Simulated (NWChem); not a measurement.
# doublet AlGeNH4O+: levels of theory compared

We compute a comparison of 6 runs (UHF/6-31G*, UM06-2X/6-31G*, UPBE/6-31G*, UPBE0/6-31G*, USVWN5/6-31G*, UMP2/6-31G*) of doublet AlGeNH4O+. 

The results are computed with NWChem 7.3.0.

## 1. Starting point

The species is AlGeNH4O+ (8 atoms), meant as a doublet with charge +1. SMILES of the parent species: `[NH2][GeH]1[O][AlH]1`. The coordinates come from a PBE0-D4/def2-TZVP relaxation. This is one conformer, not always the lowest. That shape belongs to the parent species and isn't relaxed for this state.

Bond lengths: N1–Ge2 1.822 Å, Ge2–O3 1.896 Å, Ge2–Al4 2.331 Å, O3–Al4 1.699 Å, N1–H5 1.009 Å, N1–H6 1.008 Å, Ge2–H7 1.543 Å, Al4–H8 1.577 Å. Some angles: N1–Ge2–O3 114.7°, N1–Ge2–Al4 126.9°, O3–Ge2–Al4 46.0°, Ge2–O3–Al4 80.7°, Ge2–Al4–O3 53.4°, N1–Ge2–H7 103.9°, O3–Ge2–H7 108.8°, Al4–Ge2–H7 128.4°, Ge2–N1–H5 116.8°, Ge2–N1–H6 117.5°.

## 2. A single-point energy at UHF/6-31G(d) (spherical functions) (run 1)

Contents of a.nw:

```
start a
title "AlGeH4NO"
memory 2200 mb
charge 1

geometry units angstrom noautosym nocenter noautoz
   N     -1.000700     1.330400     0.514400
   Ge     0.239100     0.000100     0.626900
   O      1.177500    -0.346000    -0.983500
   Al     0.431500    -1.856900    -0.769100
   H     -0.662600     2.276400     0.611900
   H     -1.682100     1.271200    -0.226100
   H      1.237900     0.511900     1.685400
   H      0.351700    -3.244100    -1.515600
end

basis spherical bse
   * library 6-31G*
end

scf
   doublet
   uhf
   thresh 1e-08
   maxiter 80
end

task scf energy
```

Started as:

```console
nwchem a.nw > a.out
```

Standard output:

```text
[...]
  functions       =    86
[...]
  wavefunction    = UHF
[...]
         Total SCF energy =  -2448.355375047248
      One electron energy =  -4076.260981094531
      Two electron energy =   1287.612231147493
 Nuclear repulsion energy =    340.293374899789
                       Sz =      0.5000
                 Sz(Sz+1) =      0.7500
                      S^2 =      0.7884
[...]
```

Run time: 54 s. Hardware: 1 thread of AMD EPYC 9R45 (Zen 5), shared host; peak memory 0.1 GiB.

## 3. The energy at UM06-2X/6-31G(d) (spherical functions) (run 2)

Contents of run.py:

```python
from ase import Atoms
from ase.calculators.nwchem import NWChem

molecule = Atoms('NGeOAlHHHH', positions=[
    [-1.000700, 1.330400, 0.514400],
    [0.239100, 0.000100, 0.626900],
    [1.177500, -0.346000, -0.983500],
    [0.431500, -1.856900, -0.769100],
    [-0.662600, 2.276400, 0.611900],
    [-1.682100, 1.271200, -0.226100],
    [1.237900, 0.511900, 1.685400],
    [0.351700, -3.244100, -1.515600],
])

calc = NWChem(
    label='algeh4no',
    theory='dft',
    memory='2200 mb',
    basis='6-31G*',
    basispar='spherical bse',
    charge=1,
    dft={'xc': 'm06-2x', 'mult': '2', 'grid': 'xfine', 'convergence': 'energy 1e-08', 'iterations': '100', 'mulliken': None},
    task='energy',
)
molecule.calc = calc

print("Total energy (eV):", round(molecule.get_potential_energy(), 6))
```

Started as:

```console
export ASE_NWCHEM_COMMAND="nwchem PREFIX.nwi > PREFIX.nwo"
python run.py
```

Standard output:

```text
Total energy (eV): -66699.009731
```

The calculator wrote algeh4no.nwi:

```
title "algeh4no"

permanent_dir algeh4no

scratch_dir algeh4no

start algeh4no

geometry units angstrom nocenter noautosym noautoz
  N  -1.0006999999999999e+00 1.3304000000000000e+00 5.1439999999999997e-01
  Ge 2.3910000000000001e-01 1.0000000000000000e-04 6.2690000000000001e-01
  O  1.1775000000000000e+00 -3.4599999999999997e-01 -9.8350000000000004e-01
  Al 4.3149999999999999e-01 -1.8569000000000000e+00 -7.6910000000000001e-01
  H  -6.6259999999999997e-01 2.2764000000000002e+00 6.1190000000000000e-01
  H  -1.6820999999999999e+00 1.2712000000000001e+00 -2.2610000000000000e-01
  H  1.2379000000000000e+00 5.1190000000000002e-01 1.6854000000000000e+00
  H  3.5170000000000001e-01 -3.2441000000000000e+00 -1.5156000000000001e+00
end

charge 1

memory 2200 mb

basis spherical bse noprint
   * library 6-31G*
end

dft
  xc m06-2x
  mult 2
  grid xfine
  convergence energy 1e-08
  iterations 100
  mulliken
end

task dft energy
```

algeh4no.nwo:

```text
Northwest Computational Chemistry Package (NWChem) 7.3.0
             --------------------------------------------------------

           Job information
           ---------------

    nwchem branch   = 7.3.0
    use scalapack   = T
    input           = algeh4no.nwi
    prefix          = algeh4no.
    data base       = algeh4no/algeh4no.db
    status          = startup
    nproc           =        1

           Memory information
           ------------------

    heap     =     72089596 doubles =      550.0 Mbytes
    stack    =     72089601 doubles =      550.0 Mbytes
    global   =    144179200 doubles =     1100.0 Mbytes (distinct from heap & stack)
    total    =    288358397 doubles =     2200.0 Mbytes
    verify   = yes
    hardfail = no

[... 110 lines left out ...]
  convergence criterion.
[... 17 lines left out ...]
          Convergence on gradient requested:  5.00D-04
[... 26 lines left out ...]
          Convergence aids based upon iterative change in
[... 30 lines left out ...]
 1-e energy   =   -4023.580850
[... 69 lines left out ...]
         Total DFT energy =    -2451.143417370879
[... 2 lines left out ...]
    Exchange-Corr. energy =     -114.464466117820
[... 614 lines left out ...]
                     DFT Final Beta Molecular Orbital Analysis
[... 696 lines left out ...]
 center of mass
 --------------
 x =   0.46744863 y =  -0.50666272 z =   0.24679900

 moments of inertia (a.u.)
 ------------------
         697.249690381692         150.034660554231          94.363227043605
         150.034660554231         391.566519171991        -232.932729040963
          94.363227043605        -232.932729040963         606.768827344660

     Multipole analysis of the density
     ---------------------------------

     L   x y z        total         alpha         beta         nuclear
     -   - - -        -----         -----         ----         -------
     0   0 0 0      1.000000    -32.000000    -31.000000     64.000000

     1   1 0 0     -0.029106    -14.463535    -13.761606     28.196035
[... 8 lines of this table left out ...]
     2   0 0 2    -26.474358    -78.313764    -74.645538    126.484944

 Task  times  cpu:       70.9s     wall:       70.9s
 Total times  cpu:       71.0s     wall:       71.0s
```

Run time: 72 s. Hardware: 1 thread of AMD EPYC 9R45 (Zen 5), shared host; peak memory 0.14 GiB.

Runs 3 to 4 aren't shown in full; the table further down has their settings and results.

## 4. The energy at USVWN5/6-31G(d) (spherical functions) (run 5)

Contents of run.py:

```python
from ase import Atoms
from ase.calculators.nwchem import NWChem

molecule = Atoms(['N', 'Ge', 'O', 'Al', 'H', 'H', 'H', 'H'], positions=[
    [-1.000700, 1.330400, 0.514400],
    [0.239100, 0.000100, 0.626900],
    [1.177500, -0.346000, -0.983500],
    [0.431500, -1.856900, -0.769100],
    [-0.662600, 2.276400, 0.611900],
    [-1.682100, 1.271200, -0.226100],
    [1.237900, 0.511900, 1.685400],
    [0.351700, -3.244100, -1.515600],
])

calc = NWChem(
    label='job',
    theory='dft',
    memory='2200 mb',
    basis='6-31G*',
    basispar='spherical bse',
    charge=1,
    dft={'xc': 'slater vwn_5', 'mult': '2', 'grid': 'xfine', 'convergence': 'energy 1e-08', 'iterations': '100', 'mulliken': None},
    task='energy',
)
molecule.calc = calc

print(f"energy = {molecule.get_potential_energy():.6f} eV")
```

Started as:

```console
export ASE_NWCHEM_COMMAND="nwchem PREFIX.nwi > PREFIX.nwo"
python run.py
```

Standard output:

```text
energy = -66559.952903 eV
```

The calculator wrote job.nwi:

```
title "job"

permanent_dir job

scratch_dir job

start job

geometry units angstrom nocenter noautosym noautoz
  N  -1.0006999999999999e+00 1.3304000000000000e+00 5.1439999999999997e-01
  Ge 2.3910000000000001e-01 1.0000000000000000e-04 6.2690000000000001e-01
  O  1.1775000000000000e+00 -3.4599999999999997e-01 -9.8350000000000004e-01
  Al 4.3149999999999999e-01 -1.8569000000000000e+00 -7.6910000000000001e-01
  H  -6.6259999999999997e-01 2.2764000000000002e+00 6.1190000000000000e-01
  H  -1.6820999999999999e+00 1.2712000000000001e+00 -2.2610000000000000e-01
  H  1.2379000000000000e+00 5.1190000000000002e-01 1.6854000000000000e+00
  H  3.5170000000000001e-01 -3.2441000000000000e+00 -1.5156000000000001e+00
end

charge 1

memory 2200 mb

basis spherical bse noprint
   * library 6-31G*
end

dft
  xc slater vwn_5
  mult 2
  grid xfine
  convergence energy 1e-08
  iterations 100
  mulliken
end

task dft energy
```

job.nwo:

```text
Northwest Computational Chemistry Package (NWChem) 7.3.0
             --------------------------------------------------------

           Job information
           ---------------

    nwchem branch   = 7.3.0
    use scalapack   = T
    input           = job.nwi
    prefix          = job.
    data base       = job/job.db
    status          = startup
    nproc           =        1

           Memory information
           ------------------

    heap     =     72089598 doubles =      550.0 Mbytes
    stack    =     72089595 doubles =      550.0 Mbytes
    global   =    144179200 doubles =     1100.0 Mbytes (distinct from heap & stack)
    total    =    288358393 doubles =     2200.0 Mbytes
    verify   = yes
    hardfail = no

[... 110 lines left out ...]
  convergence criterion.
[... 17 lines left out ...]
          Convergence on gradient requested:  5.00D-04
[... 24 lines left out ...]
          Convergence aids based upon iterative change in
[... 30 lines left out ...]
 1-e energy   =   -4023.580850
[... 75 lines left out ...]
         Total DFT energy =    -2446.033173141970
[... 2 lines left out ...]
    Exchange-Corr. energy =     -109.144817783854
[... 612 lines left out ...]
                     DFT Final Beta Molecular Orbital Analysis
[... 696 lines left out ...]
 center of mass
 --------------
 x =   0.46744863 y =  -0.50666272 z =   0.24679900

 moments of inertia (a.u.)
 ------------------
         697.249690381692         150.034660554231          94.363227043605
         150.034660554231         391.566519171991        -232.932729040963
          94.363227043605        -232.932729040963         606.768827344660

     Multipole analysis of the density
     ---------------------------------

     L   x y z        total         alpha         beta         nuclear
     -   - - -        -----         -----         ----         -------
     0   0 0 0      1.000000    -32.000000    -31.000000     64.000000

     1   1 0 0     -0.150314    -14.363439    -13.982910     28.196035
[... 8 lines of this table left out ...]
     2   0 0 2    -25.998775    -78.097771    -74.385948    126.484944

 Task  times  cpu:       30.7s     wall:       30.7s
 Total times  cpu:       30.7s     wall:       30.7s
```

Wall time 32 s (1 thread of AMD EPYC 9R45 (Zen 5), shared host); peak memory 0.14 GiB.

## 5. The energy at UMP2/6-31G(d) (spherical functions) (run 6)

Contents of run.py:

```python
from ase import Atoms
from ase.calculators.nwchem import NWChem

atoms = Atoms(['N', 'Ge', 'O', 'Al', 'H', 'H', 'H', 'H'], positions=[
    [-1.000700, 1.330400, 0.514400],
    [0.239100, 0.000100, 0.626900],
    [1.177500, -0.346000, -0.983500],
    [0.431500, -1.856900, -0.769100],
    [-0.662600, 2.276400, 0.611900],
    [-1.682100, 1.271200, -0.226100],
    [1.237900, 0.511900, 1.685400],
    [0.351700, -3.244100, -1.515600],
])

calc = NWChem(
    label='run',
    theory='mp2',
    memory='2200 mb',
    basis='6-31G*',
    basispar='spherical bse',
    charge=1,
    scf={'nopen': '1', 'uhf': None, 'thresh': '1e-08', 'maxiter': '80'},
    mp2={'freeze': 'core 16', 'tight': None},
    task='energy',
)
atoms.calc = calc

e = atoms.get_potential_energy()
print(f"E = {e:.6f} eV")
```

Started as:

```console
export ASE_NWCHEM_COMMAND="nwchem PREFIX.nwi > PREFIX.nwo"
python run.py
```

Standard output:

```text
E = -66639.999478 eV
```

The calculator wrote run.nwi:

```
title "run"

permanent_dir run

scratch_dir run

start run

geometry units angstrom nocenter noautosym noautoz
  N  -1.0006999999999999e+00 1.3304000000000000e+00 5.1439999999999997e-01
  Ge 2.3910000000000001e-01 1.0000000000000000e-04 6.2690000000000001e-01
  O  1.1775000000000000e+00 -3.4599999999999997e-01 -9.8350000000000004e-01
  Al 4.3149999999999999e-01 -1.8569000000000000e+00 -7.6910000000000001e-01
  H  -6.6259999999999997e-01 2.2764000000000002e+00 6.1190000000000000e-01
  H  -1.6820999999999999e+00 1.2712000000000001e+00 -2.2610000000000000e-01
  H  1.2379000000000000e+00 5.1190000000000002e-01 1.6854000000000000e+00
  H  3.5170000000000001e-01 -3.2441000000000000e+00 -1.5156000000000001e+00
end

charge 1

memory 2200 mb

basis spherical bse noprint
   * library 6-31G*
end

scf
  nopen 1
  uhf
  thresh 1e-08
  maxiter 80
end
mp2
  freeze core 16
  tight
end

task mp2 energy
```

run.nwo:

```text
Northwest Computational Chemistry Package (NWChem) 7.3.0
             --------------------------------------------------------

           Job information
           ---------------

    nwchem branch   = 7.3.0
    use scalapack   = T
    input           = run.nwi
    prefix          = run.
    data base       = run/run.db
    status          = startup
    nproc           =        1

           Memory information
           ------------------

    heap     =     72089598 doubles =      550.0 Mbytes
    stack    =     72089595 doubles =      550.0 Mbytes
    global   =    144179200 doubles =     1100.0 Mbytes (distinct from heap & stack)
    total    =    288358393 doubles =     2200.0 Mbytes
    verify   = yes
    hardfail = no

[... 141 lines left out ...]
 Convergence threshold     :          1.000E-08
[... 15 lines left out ...]
       Final UHF  results
[... 3 lines left out ...]
      One electron energy =  -4076.260981094440
[... 1 line left out ...]
 Nuclear repulsion energy =    340.293374899789
[... 54 lines left out ...]
          Final beta eigenvalues
[... 297 lines left out ...]
                     UHF Final Beta Molecular Orbital Analysis
[... 363 lines left out ...]
          -------------------------------------------
          SCF energy               -2448.355375047193
          Correlation energy          -0.619455519088
          Singlet pairs                0.000000000000
          Triplet pairs                0.000000000000
          Total MP2 energy         -2448.974830566281
          -------------------------------------------

          ---------------------------------------------------
                    Spin Component Scaled (SCS) MP2
          Same spin pairs                     -0.176693809879
          Same spin scaling factor             0.333333333333
          Opposite spin pairs                 -0.442761709209
          Opposite spin scaling fact.          1.200000000000
          SCS-MP2 correlation energy          -0.590211987678
          Total SCS-MP2 energy             -2448.945587034870
          ---------------------------------------------------

 -----------------------
 Task  times  cpu:       59.9s     wall:       59.9s
 Total times  cpu:       59.9s     wall:       59.9s
```

Run time: 61 s. Hardware: 1 thread of AMD EPYC 9R45 (Zen 5), shared host; peak memory 0.22 GiB.

## 6. The series

```csv
run,level,iteration cap,module,energy (Eh),HOMO energy (eV),LUMO energy (eV),⟨S²⟩,wall time
1,UHF/6-31G* (spherical functions),80,scf,-2448.355375,-15.99,-6.08,0.788,54 s
2,UM06-2X/6-31G* (spherical functions),100,dft,-2451.143417,-13.93,-9.37,0.757,72 s
3,UPBE/6-31G* (spherical functions),100,dft,-2450.636680,-11.60,-10.94,0.753,53 s
4,UPBE0/6-31G* (spherical functions),100,dft,-2450.707022,-12.67,-10.16,0.757,62 s
5,USVWN5/6-31G* (spherical functions),100,dft,-2446.033173,-11.78,-11.16,0.752,32 s
6,UMP2/6-31G* (spherical functions),80,mp2,-2448.974831,-15.99,-6.08,0.788,61 s
```

## 7. Outcome

```
                                                         quantity           value
                                              run 6: total energy  -2448.97483 Eh
run 6: HOMO energy (Hartree–Fock orbitals) (highest over α and β)       -15.99 eV
 run 6: LUMO energy (Hartree–Fock orbitals) (lowest over α and β)        -6.08 eV
              run 6: correlation energy (16 core orbitals frozen)      -619.5 mEh
                         run 6: ⟨S²⟩ of the reference determinant           0.788
```

In words: Totals of different functionals can't be ranked against each other. All runs together took 5.6 min, the longest 72 s.
